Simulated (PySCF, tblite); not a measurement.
# C5H4BClF3 radical: geometry, infrared bands and EPR parameters

Wanted: the infrared bands and EPR parameters of C5H4BClF3 radical (`[CH2]C[C@@]1(F)C(Cl)=C1B(F)F`), by calculation.

Programs: tblite 0.8.0 and PySCF 2.14.0, with density-fitted response routines of our own. Each step states its level of theory. These are calculated values for one molecule in the gas phase, unless marked as measured. Atoms count from 0, in the outputs and in this text.

### Step 1. The molecule as given

14 atoms, charge 0, multiplicity 2; geometry from: force field or distance geometry start.

Bonds of the start (Å): C0–C1 1.53, C1–C2 1.54, C2–F3 1.39, C2–C4 1.40, C4–Cl5 1.76, C4–C6 1.45, C6–B7 1.57, B7–F8 1.45, B7–F9 1.43, C6–C2 1.39, C0–H10 1.10, C0–H11 1.12, C1–H12 1.13, C1–H13 1.10.

### Step 2. Relaxing the molecule with GFN2-xTB

What the job is given:

```
{"job": {"kind": "relax", "xc": "GFN2-xTB", "basis": "xTB"}, "charge": 0, "multiplicity": 2}
C     -1.666900    -1.361300     0.074800
C     -1.358000     0.116400    -0.157500
C      0.005000     0.252600    -0.850800
F      0.183500    -0.343300    -2.090700
C      0.614600     1.503500    -0.724600
Cl     0.698100     3.212300    -1.120400
C      1.136300     0.335600    -0.048400
B      2.190300    -0.332600     0.899700
F      2.089700    -1.748800     1.200800
F      3.245800     0.450900     1.470800
H     -0.937200    -1.819000     0.762600
H     -2.694700    -1.465200     0.514300
H     -1.370200     0.643100     0.842000
H     -2.137000     0.555400    -0.794800
```

Run with:

```
OMP_NUM_THREADS=1 python probes_run.py task.json out
```

This one command runs all jobs of the session in turn.

Log:

```text
step      E/eV     max force
  0    -886.77741    5.620
  1    -887.88355    2.860
  2    -888.30016    3.570
  3    -888.49646    1.250
  4    -888.58305    0.839
  5    -888.62082    0.441
  6    -888.64337    0.419
  7    -888.67489    0.590
  8    -888.70544    0.578
  9    -888.72709    0.345
 10    -888.73818    0.325
 11    -888.74607    0.279
 12    -888.75326    0.250
 13    -888.75898    0.222
 14    -888.76366    0.188
 15    -888.76808    0.212
 16    -888.77248    0.209
 17    -888.77615    0.159
 18    -888.77868    0.135
 19    -888.78058    0.103
 20    -888.78251    0.107
 21    -888.78476    0.128
 22    -888.78744    0.152
 23    -888.79032    0.145
 24    -888.79292    0.142
 25    -888.79481    0.110
 26    -888.79600    0.084
 27    -888.79675    0.066
 28    -888.79726    0.056
 29    -888.79759    0.043
 30    -888.79780    0.038
 31    -888.79794    0.031
 32    -888.79804    0.027
 33    -888.79810    0.023
 34    -888.79816    0.024
 35    -888.79822    0.024
 36    -888.79829    0.032
 37    -888.79837    0.034
 38    -888.79846    0.030
 39    -888.79854    0.028
 40    -888.79861    0.022
 41    -888.79866    0.022
 42    -888.79871    0.018
 43    -888.79876    0.022
 44    -888.79884    0.031
 45    -888.79897    0.038
 46    -888.79914    0.042
 47    -888.79933    0.038
 48    -888.79955    0.036
 49    -888.79985    0.058
 50    -888.80027    0.073
 51    -888.80074    0.063
 52    -888.80121    0.060
 53    -888.80164    0.055
 54    -888.80207    0.064
 55    -888.80242    0.082
 56    -888.80266    0.107
 57    -888.80302    0.061
 58    -888.80319    0.038
 59    -888.80359    0.082
 60    -888.80398    0.088
 61    -888.80465    0.101
 62    -888.80461    0.137
 63    -888.80529    0.061
 64    -888.80553    0.042
 65    -888.80609    0.042
 66    -888.80645    0.057
 67    -888.80670    0.049
 68    -888.80688    0.049
 69    -888.80702    0.050
 70    -888.80713    0.054
 71    -888.80731    0.023
 72    -888.80748    0.021
 73    -888.80769    0.025
 74    -888.80792    0.040
 75    -888.80829    0.078
 76    -888.80884    0.100
 77    -888.81025    0.116
 78    -888.81013    0.312
 79    -888.81187    0.138
 80    -888.81295    0.070
 81    -888.81262    0.372
 82    -888.81484    0.048
 83    -888.81563    0.048
 84    -888.81381    0.521
 85    -888.81740    0.057
 86    -888.81822    0.057
 87    -888.81253    0.665
 88    -888.81956    0.045
 89    -888.82027    0.043
 90    -888.82033    0.319
 91    -888.82154    0.052
 92    -888.82185    0.051
 93    -888.82226    0.100
 94    -888.82257    0.060
 95    -888.82287    0.033
 96    -888.82318    0.032
 97    -888.82331    0.020
 98    -888.82337    0.020
 99    -888.82344    0.024
100    -888.82352    0.026
101    -888.82366    0.040
102    -888.82384    0.044
103    -888.82401    0.040
104    -888.82413    0.039
105    -888.82428    0.039
106    -888.82452    0.040
107    -888.82480    0.040
108    -888.82502    0.052
109    -888.82514    0.022
110    -888.82521    0.025
111    -888.82524    0.020
112    -888.82526    0.011
113    -888.82527    0.012
114    -888.82533    0.020
115    -888.82537    0.021
116    -888.82545    0.021
117    -888.82555    0.025
118    -888.82567    0.030
119    -888.82582    0.033
120    -888.82598    0.030
121    -888.82613    0.028
122    -888.82624    0.020
123    -888.82630    0.015
124    -888.82634    0.021
125    -888.82636    0.013
126    -888.82638    0.016
127    -888.82639    0.016
128    -888.82641    0.014
129    -888.82642    0.007
```

Run time: 3.5 s. Hardware: 1 thread of Intel Xeon at 2.50GHz, shared host.

Step by step: (not every step is listed)

```csv
step,energy from step 0 (eV),largest force (eV/Å)
0,0.0000,5.6196
1,-1.1061,2.8603
2,-1.5227,3.5695
3,-1.7190,1.2503
4,-1.8056,0.8390
5,-1.8434,0.4410
6,-1.8660,0.4191
7,-1.8975,0.5897
8,-1.9280,0.5783
19,-2.0032,0.1035
30,-2.0204,0.0385
41,-2.0213,0.0225
52,-2.0238,0.0595
63,-2.0279,0.0609
74,-2.0305,0.0401
85,-2.0400,0.0575
96,-2.0458,0.0317
107,-2.0474,0.0401
118,-2.0483,0.0300
124,-2.0489,0.0214
125,-2.0489,0.0132
126,-2.0490,0.0164
127,-2.0490,0.0163
128,-2.0490,0.0137
129,-2.0490,0.0073
```

Distances of close pairs at the start and the end, largest changes first:

```csv
bond,before (Å),after (Å),change (Å)
B7–F8,1.451,1.317,-0.135
C2–C6,1.389,1.513,+0.123
C4–C6,1.447,1.332,-0.115
B7–F9,1.433,1.319,-0.114
C4–Cl5,1.756,1.658,-0.098
C2–C4,1.397,1.470,+0.073
C0–C1,1.527,1.471,-0.056
C0–H11,1.123,1.072,-0.050
```

The next job starts from the end point, and lists it.

### Step 3. Infrared spectrum with GFN2-xTB

What the job is given:

```
{"job": {"kind": "ir", "xc": "GFN2-xTB", "basis": "xTB"}, "charge": 0, "multiplicity": 2}
C     -1.641807    -1.184475     0.439364
C     -1.511925     0.169098    -0.122192
C     -0.144073     0.328950    -0.797821
F     -0.123145    -0.312221    -2.017986
C      0.744405     1.489342    -0.636419
Cl     0.993601     3.092246    -0.980161
C      1.158042     0.377901    -0.029594
B      2.192761    -0.381287     0.786608
F      2.082168    -1.664301     1.060707
F      3.260176     0.206007     1.292629
H     -1.249597    -1.400779     1.413435
H     -1.909838    -2.003904    -0.198214
H     -1.582360     0.930886     0.655762
H     -2.269086     0.352065    -0.888285
```

Log:

```text
mode    cm-1     km/mol
  1      32.7      0.02
  2      38.3      0.26
  3      69.3      0.91
  4      84.3      1.99
  5     117.0      0.77
  6     123.1      0.36
  7     169.8      0.17
  8     226.9      0.87
  9     283.7      1.28
 10     325.8      1.49
 11     374.4     13.96
 12     429.7     22.37
 13     483.6     27.93
 14     550.6     26.33
 15     557.6     40.61
 16     583.3     58.74
 17     629.8     64.34
 18     681.1      2.97
 19     783.2     12.84
 20     805.0     17.57
 21     989.4     87.08
 22    1041.0    140.98
 23    1077.3     89.66
 24    1123.4     18.33
 25    1196.5      4.68
 26    1254.8      1.27
 27    1260.7    195.08
 28    1272.9    455.06
 29    1282.5    333.03
 30    1387.7      1.02
 31    1443.0      2.43
 32    1779.3    392.58
 33    2969.0      9.42
 34    2983.3     20.81
 35    3139.7      6.17
 36    3186.0     14.33
```

Wall time 2.2 s (1 thread of Intel Xeon at 2.50GHz, shared host).

The strongest bands and the atoms that carry them (share of the mass-weighted mode):

```csv
cm⁻¹,km/mol,atoms
630,64.3,"C4 27 %, F8 15 %, C0 11 %"
989,87.1,"C2 26 %, F3 13 %, H13 12 %, C6 11 %"
1041,141.0,"C4 29 %, C6 19 %, C2 18 %"
1077,89.7,"C2 35 %, C1 25 %, H12 11 %"
1261,195.1,"C2 28 %, B7 23 %, H13 15 %, C4 13 %"
1273,455.1,"B7 61 %, F9 17 %"
1282,333.0,"B7 52 %, F8 14 %, C2 13 %"
1779,392.6,"C6 49 %, C4 42 %"
```

### Step 4. g tensor and hyperfine couplings: B3LYP/pcH-1

Same as in step 3 but for these lines:

```diff
@@ -1,2 +1,2 @@
-{"job": {"kind": "ir", "xc": "GFN2-xTB", "basis": "xTB"}, "charge": 0, "multiplicity": 2}
+{"job": {"kind": "epr", "basis": "pcH-1"}, "charge": 0, "multiplicity": 2}
 C     -1.641807    -1.184475     0.439364
```

Level: UKS B3LYP, pcH-1 on B C Cl F H, non-relativistic, mean-field spin-orbit, GIAO.

Log:

```text
UKS, coarse grid
  cycle   1  E = -977.40459489  |g| = 6.30e-01
  cycle   2  E = -977.22272716  |g| = 9.99e-01
  cycle   3  E = -977.52986448  |g| = 1.00e-01
  cycle   4  E = -977.53257475  |g| = 6.89e-02
  cycle   5  E = -977.53463227  |g| = 2.08e-02
  cycle   6  E = -977.53481424  |g| = 5.45e-03
  cycle   7  E = -977.53482897  |g| = 2.59e-03
  cycle   8  E = -977.53483278  |g| = 6.82e-04
UKS, final grid
  cycle   1  E = -977.53478031  |g| = 7.96e-04
  cycle   2  E = -977.53478001  |g| = 1.22e-03
  cycle   3  E = -977.53478054  |g| = 1.69e-04
  cycle   4  E = -977.53478056  |g| = 6.16e-05
  cycle   5  E = -977.53478056  |g| = 4.05e-05
  cycle   6  E = -977.53478056  |g| = 9.02e-06
E = -977.53478056 Eh   <S^2> = 0.7536 (exact 0.7500)
g shifts (ppm)      1          2          3
  rmc          -144       -144       -144
  gc              8         20         34
  oz_so           4        521        674
  total        -132        397        564
hyperfine (MHz)  atom isotope    a_iso     a_fc   dipolar eigenvalues
    0   13C     103.07     103.17    -81.08    -80.40    161.49
    1   13C     -30.64     -30.65     -2.22     -0.22      2.44
    2   13C     116.70     116.71     -6.62     -5.40     12.02
    3   19F      -3.55      -3.54     -6.30     -1.71      8.01
    4   13C      15.26      15.27     -2.46     -0.26      2.72
    5  35Cl       0.84       0.84     -1.12     -0.47      1.58
    6   13C       0.92       0.92     -1.15     -0.16      1.32
    7   11B      -0.67      -0.67     -0.61     -0.26      0.87
    8   19F       9.17       9.14     -4.99     -4.05      9.04
    9   19F       0.11       0.10     -1.87     -0.80      2.67
   10    1H     -61.19     -61.20    -39.06     -0.48     39.54
   11    1H     -61.37     -61.38    -38.95     -0.65     39.61
   12    1H      32.62      32.62     -5.24     -4.24      9.48
   13    1H      36.56      36.56     -5.14     -4.45      9.58
```

Run time: 5.3 min. Hardware: 1 thread of Intel Xeon at 2.50GHz, shared host; peak memory 1.1 GiB.

Principal g values 2.00219, 2.00272, 2.00288; g(iso) = 2.00260, against 2.00232 for a free electron.

Hyperfine couplings; where a row names several nuclei, a(iso) is their mean (it holds for fast rotation or exchange) and the dipolar term the largest among them:

```csv
nuclei,isotope,a(iso) (MHz),"a(iso) (G, at g = 2.0023)",largest dipolar term (MHz)
C2,13C,116.7,41.6,12.0
C0,13C,103.1,36.8,161.5
"H10, H11",1H,-61.3,-21.9,39.6
H13,1H,36.6,13.0,9.6
H12,1H,32.6,11.6,9.5
C1,13C,-30.6,-10.9,2.4
C4,13C,15.3,5.4,2.7
"F8, F9",19F,4.6,1.7,9.0
F3,19F,-3.5,-1.3,8.0
C6,13C,0.9,0.3,1.3
Cl5,35Cl,0.8,0.3,1.6
B7,11B,-0.7,-0.2,0.9
```

Mulliken spin populations:

C0 1.07; C1 -0.08; C2 0.04; F3 0.00; C4 0.00; Cl5 0.00; C6 0.01; B7 0.00; F8 0.00; F9 0.00; H10 -0.04; H11 -0.04; H12 0.01; H13 0.01

In first order the couplings over 0.8 MHz of 1H, 19F, 35Cl give 288 distinct lines over 73.9 G, if the averaged nuclei exchange fast.

Orbitals, density, ELF and potential are computed afterwards from the orbital file.

ELF in a plane through or near 7 of the atoms.

Ten even steps from '0' (0.00) to '9' (0.99):
```
0000000000000000000000000000
0000000000000000000000000000
0000000000000000000000000000
0000000000000000000000000000
0000000024320000000000000000
0000000057863002420000000000
0000232037763017873221000000
0001588623520017875764200000
0002684823452004632875200000
0001588627976412897532000000
0000121015535568126620000000
0000000005886557569994000000
0000000002512842279996000000
0000001456786410016861000000
0000014795336200000000000000
0000004794448710000000000000
0000001467888620000000000000
0000000013454300000000000000
0000000000000000000000000000
0000000000000000000000000000
```
The map spans 11.9 Å across and 11.2 Å up, centred on the molecule. Atoms in the plane (x, y in Å): C0 (1.8, 1.0), C1 (1.4, -0.4), C4 (-1.0, -1.5), Cl5 (-1.6, -3.0), B7 (-2.1, 1.0), F9 (-3.4, 1.0), H13 (2.2, -1.1).

log10 of the density (e/Å³) in the same plane.

Ten even steps from ' ' (-4.0) to '@' (1.4):
```
                                                        
                                                        
                                                        
              ..::----::..                              
            ::--==++++==--::..::::::::::....            
        ::----==**####**++----========----::..          
    ..--==++++++**##%%##++====++******++==--::..        
    ::==**##%%########**++====**######**++==--::        
    ::==**%%@@%%##%%##**++++++**##@@@@##**==--::        
    ::==++######**########**++**######**++==--::        
      ::--==++++++**##%%########%%@@##**++==::..        
        ..::----==**####################++==::..        
          ..::====**##%%%%##**++********++--::..        
        ..::--++**########**++==========--::..          
        ..--==++##%%@@%%##++==--::::::::::..            
        ..--==++##%%@@%%##++==::....                    
          ::--==++**####**++--::                        
          ..::--====++++==--::..                        
              ..::--------::..                          
                  ......                                
```
The map spans 11.9 Å across and 11.2 Å up, centred on the molecule. Atoms in the plane (x, y in Å): C0 (1.8, 1.0), C1 (1.4, -0.4), C4 (-1.0, -1.5), Cl5 (-1.6, -3.0), B7 (-2.1, 1.0), F9 (-3.4, 1.0), H13 (2.2, -1.1).

On the surface of density 0.002 e/bohr³ the electrostatic potential runs, from the 1st to the 99th percentile, from -0.83 V near F3 to 1.71 V near B7.

The spin density lies nearest to C0 65 %; H10, H11 about 10 % each.

### Step 5. Outcome

```
                                 quantity                  value
strongest single infrared mode (GFN2-xTB)  1273 cm⁻¹, 455 km/mol
             zero-point energy (GFN2-xTB)          49.7 kcal/mol
                           g(iso) (B3LYP)                2.00260
                                     ⟨S²⟩     0.754 (exact 0.75)
       largest a(iso) (averaged by class)   13C on C2, 116.7 MHz
    surface potential, 1st and 99th percentile     -0.83 V and 1.71 V
```

Over 129 steps the energy fell by 2.049 eV; of the close pairs, B7–F8 changed most, 1.451 to 1.317 Å. All 36 modes are real, so the xTB geometry is a minimum. The strongest single mode, at 1273 cm⁻¹, moves mainly B7. Unscaled tight-binding wavenumbers are off by several per cent, some by more. Its intensities can rank the bands wrongly. Most of the unpaired spin sits on C0 (1.07 e). The isotropic g lies 0.3 ppt above the free-electron value.
